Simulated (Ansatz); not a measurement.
# InH3+ (doublet): the correlation ladder at distance In1–H3 = 1.815 Å, def2-SVP

An exercise on one series of results from a longer session: the logs are not shown, and one member is left open.

The runs use Ansatz 0.2.0, Gaussian basis; def2-SVP, core rule «outside noble gas», up to 9 orbitals frozen.

To be run: UHF; CCSD(T) on ROHF; CCSD(T) on UHF; BCCD(T) on ROHF; CISD; CCSDT(Q) on ROHF; CCSDT(Q) on UHF; CASSCF and MRCISD+Q, 3 electrons in 3 orbitals; CASSCF and NEVPT2, 3 electrons in 3 orbitals; Full CI.

39 further runs of the same task are left out: 21 for a known fault of the program, 15 that didn't finish, 3 set aside as unsound or not needed.

### The geometry

The geometry derives from a PBE0/def2-TZVP stationary point (not a proven minimum). One bond is set to the value named and the two fragments are kept rigid. No spin-orbit coupling is included. Elements past krypton take def2 core potentials.

4 atoms, charge 1, spin multiplicity 2.

Atoms are counted from 1 here; the program's logs count them from 0.

Bond lengths: In1–H3 1.815 Å, In1–H4 1.668 Å. Angles: H3–In1–H4 174.7°.

Set-up of the first run:

in.yaml

```yaml
crystal:
  periodic: [false, false, false]
  atoms:
    - {symbol: In, position_ang: [0.000000, -0.018696, 0.001802]}
    - {symbol: H, position_ang: [0.000000, 2.333143, -0.067186]}
    - {symbol: H, position_ang: [0.000000, -0.155214, -1.808056]}
    - {symbol: H, position_ang: [0.000000, -0.048242, 1.669924]}
basis:
  gaussian: {orbitals: def2-SVP}
total_charge: 1
magnetization: {spin_polarized: true, initial_magnetization: 1}
hamiltonian: {xc: hf}
output: {orbitals: {seedname: orbitals}}
```

Started as:

```bash
> ansatz run in.yaml --threads 1 --pin off --events-out ev --progress --plain --max-ram 2393MiB
```

Among the steps run: UHF; CCSD(T) on ROHF; CCSD(T) on UHF; BCCD(T) on ROHF; CISD; CCSDT(Q) on ROHF; CCSDT(Q) on UHF; CASSCF and MRCISD+Q, 3 electrons in 3 orbitals; CASSCF and NEVPT2, 3 electrons in 3 orbitals; Full CI.

One of the session's tables, all rows but one given; the rest of the session is left out.

| method | from FCI (meV) |
| --- | --- |
| ROHF | +1816.4 |
| UHF | +1806.1 |
| RMP2 | +502.8 |
| UMP2 | +499.2 |
| RCCSD | ? |
| UCCSD | +31.1 |
| RCCSD(T) | +10.0 |
| UCCSD(T) | +9.2 |
| BCCD(T) | +9.3 |
| RCCSDT | +0.3 |
| UCCSDT | -0.4 |
| RCCSDT(Q) | -0.3 |
| UCCSDT(Q) | -1.0 |
| CASSCF pair | +1301.5 |
| NEVPT2 pair | +407.1 |
| MRCISD pair | +31.9 |
| MRCISD+Q pair | -15.7 |
| FCI | 0 |

Q: Estimate the row for RCCSD from the others.

**Answer.** from FCI (meV): +32.0. In the column «from FCI (meV)» it lies between MRCISD pair (+31.9) and NEVPT2 pair (+407.1).

Among the levels timed on like hardware and quicker than the yardstick, those that no quicker one beats, quickest first: NEVPT2 pair (0.73 s, +407.1 meV); BCCD(T) (0.75 s, +9.3 meV); UCCSD(T) (1.3 s, +9.2 meV); UCCSDT(Q) (3.2 s, -1.0 meV); RCCSDT(Q) (3.4 s, -0.3 meV).

Not comparable, so not listed: CISD (they don't share determinant, frozen orbitals or solution with the rows shown, or repeat one).

Caveats from the session: The yardstick is full CI for this spin, exact in this basis with these frozen cores. MRCISD+Q pair falls below full CI: the +Q correction isn't variational, and the cores differ from full CI's. Of the multireference levels listed MRCISD+Q pair comes nearest in total energy (-15.7 meV), which doesn't show that its space is the better one. Levels on UHF freeze UHF's core orbitals, full CI those of ROHF, so the U rows can settle a little off it for that reason alone. Restricted and unrestricted rows rest on different reference determinants; where their highest levels disagree by more than a few hundredths of an eV, they describe different states and don't form one ladder.
